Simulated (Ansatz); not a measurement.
**AlClFGaH2: a ladder of functionals and wavefunction methods**

The task here is to estimate one member of a computed series from the others.

Method: functionals in def2-TZVPP, the program's frozen cores in correlated methods; program: Ansatz 0.2.0, Gaussian basis.

Plan: LDA (SPW92), PBE-D4, revPBE-D4, BLYP-D4, r2SCAN-D4, B97M-V, PBE0-D4, B3LYP-D4, r2SCANh-D4, r2SCAN0-D4, HSE06-D4, BHLYP-D4, CAM-B3LYP-D4, LC-ωPBE, ωB97X-V, ωB97M-V, B2PLYP, PBE-QIDH; CCSD(T)/def2-SVP; CCSD(T)/def2-TZVPP; MP2/def2-QZVPP; extrapolation to the limit; RPA on PBE.

### The geometry

The geometry comes from an earlier relaxation with PBE0-D4 in a triple-zeta def2 set; it is a stationary point.

6 atoms, charge 0, spin multiplicity 1.

Atoms are counted from 1 here; the program's logs count them from 0.

Bond lengths: F1–Al2 1.723 Å, Al2–Ga3 2.729 Å, Al2–Cl4 2.197 Å, Al2–H5 1.568 Å, Al2–H6 1.671 Å. Angles: F1–Al2–Ga3 58.9°, F1–Al2–Cl4 97.6°, F1–Al2–H5 121.5°, F1–Al2–H6 92.7°, Ga3–Al2–Cl4 67.7°, Ga3–Al2–H5 170.0°, Ga3–Al2–H6 48.7°, Cl4–Al2–H5 120.9°, Cl4–Al2–H6 94.6°, H5–Al2–H6 122.6°.

Coordinates:

```mol
AlClFGaH2
  3D, bonds by distance, orders not assigned

  6  5  0  0  0  0  0  0  0  0999 V2000
   -1.3032    0.6432   -0.4121 F   0  0
    0.3986    0.3772   -0.3989 Al  0  0
   -1.2353   -0.8575    1.4045 Ga  0  0
    0.3541   -1.8024   -0.6712 Cl  0  0
    1.3744    1.2728   -1.2377 H   0  0
    0.4534    0.3027    1.2692 H   0  0
  1  2  8  0
  2  3  8  0
  2  4  8  0
  2  5  8  0
  2  6  8  0
M  END
```

The first run:

in.yaml

```yaml
crystal:
  periodic: [false, false, false]
  atoms:
    - {symbol: F, position_ang: [-1.303201, 0.643161, -0.412141]}
    - {symbol: Al, position_ang: [0.398645, 0.377162, -0.398861]}
    - {symbol: Ga, position_ang: [-1.235251, -0.857468, 1.404497]}
    - {symbol: Cl, position_ang: [0.354130, -1.802393, -0.671153]}
    - {symbol: H, position_ang: [1.374373, 1.272774, -1.237749]}
    - {symbol: H, position_ang: [0.453403, 0.302663, 1.269208]}
basis:
  gaussian: {orbitals: def2-TZVPP}
hamiltonian: {xc: lda}
output: {orbitals: {seedname: orbitals}}
```

Command:

```sh
$ ansatz run in.yaml --threads 2 --pin off --events-out ev --progress --plain --max-ram 4352MiB
```

Steps of the session up to this table: LDA; PBE-D4 (GGA); revPBE-D4 (GGA); BLYP-D4 (GGA); r2SCAN-D4 (meta-GGA); B97M-V (meta-GGA); PBE0-D4 (hybrid); B3LYP-D4 (hybrid); r2SCANh-D4 (hybrid); r2SCAN0-D4 (hybrid); HSE06-D4 (hybrid); BHLYP-D4 (hybrid); CAM-B3LYP-D4 (range-separated); LC-ωPBE (range-separated); ωB97X-V (range-separated); ωB97M-V (range-separated); B2PLYP (double hybrid); PBE-QIDH (double hybrid).

One table of the session follows, with a row left open; its other results are not shown here.

```
  functional  HOMO (eV)  LUMO (eV)  gap (eV)
 LDA (SPW92)      -6.92      -2.43      4.49
      PBE-D4      -6.76      -2.18      4.57
   revPBE-D4      -6.70      -2.08      4.62
     BLYP-D4      -6.69      -2.10      4.58
   r2SCAN-D4      -7.04      -1.99      5.05
      B97M-V      -6.93      -2.09      4.84
     PBE0-D4      -7.77      -1.45      6.32
    B3LYP-D4      -7.66      -1.68      5.98
  r2SCANh-D4      -7.40      -1.72      5.68
  r2SCAN0-D4          ?          ?         ?
    HSE06-D4      -7.37      -1.81      5.55
    BHLYP-D4      -8.70      -0.71      7.99
CAM-B3LYP-D4      -9.08      -0.55      8.53
     LC-ωPBE     -10.26       0.54     10.80
     ωB97X-V      -9.94       0.44     10.38
     ωB97M-V      -9.86       0.25     10.11
```

Estimate the missing values for r2SCAN0-D4.

Worked estimate for «HOMO (eV)». Against the share of exact exchange, r2SCAN-D4 (0, -7.04), r2SCANh-D4 (0.1, -7.40) give a slope of -3.60 per unit share; at 0.25 the line stands at -7.94.

As computed: HOMO (eV): -7.95; LUMO (eV): -1.34; gap (eV): 6.61. In «HOMO (eV)» the line misses by +0.01.
